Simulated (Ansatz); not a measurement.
# H3NOSiZn: the cost of one run

Program: Ansatz 0.2.0. Level of theory: RKS BLYP/def2-SVP. These are calculated values, not measurements.

**1. The starting structure**

Bond lengths: N1–Si2 1.723 Å, Si2–O3 1.723 Å, Si2–Zn4 2.657 Å, O3–Zn4 0.938 Å, N1–H5 1.047 Å, N1–H6 1.072 Å, Si2–H7 1.497 Å. Angles: N1–Si2–O3 109.1°, N1–Si2–Zn4 111.2°, N1–Si2–H7 109.3°, O3–Si2–Zn4 2.3°, O3–Si2–H7 110.8°, Zn4–Si2–H7 108.9°, Si2–N1–H5 110.3°, Si2–N1–H6 110.3°, H5–N1–H6 102.7°, Si2–O3–Zn4 173.4°, Si2–Zn4–O3 4.3°.

Structure file:

```xyz
7

N    -0.2427    1.1948   -0.5436
Si    0.8029   -0.1551   -0.3155
O    -0.1090   -1.4739    0.3154
Zn   -0.5124   -2.2294    0.6978
H    -0.7191    1.4419    0.3554
H    -1.0628    0.9272   -1.1794
H     1.9041    0.2265    0.6242
```

**2. Relaxing end A**

Input file input.yaml:

```yaml
crystal:
  periodic: [false, false, false]
  atoms:
    - { symbol: "N", position_ang: [-0.2427, 1.1948, -0.5436] }
    - { symbol: Si, position_ang: [0.8029, -0.1551, -0.3155] }
    - { symbol: O, position_ang: [-0.109, -1.4739, 0.3154] }
    - { symbol: Zn, position_ang: [-0.5124, -2.2294, 0.6978] }
    - { symbol: H, position_ang: [-0.7191, 1.4419, 0.3554] }
    - { symbol: H, position_ang: [-1.0628, 0.9272, -1.1794] }
    - { symbol: H, position_ang: [1.9041, 0.2265, 0.6242] }
basis:
  gaussian: { orbitals: def2-SVP }
hamiltonian:
  xc: blyp
relax:
  f_tol: 0.015
  max_steps: 40
```

Command:

```bash
$ ansatz run input.yaml --threads 1 --pin off --max-ram 2048MiB --backend cpu --events-out ev --progress --plain --runs-dir out
```

What time and memory should one allow on 1 thread of AMD EPYC 7R43 (Zen 3), shared host?

About 51 s, with a peak of 0.16 GiB.
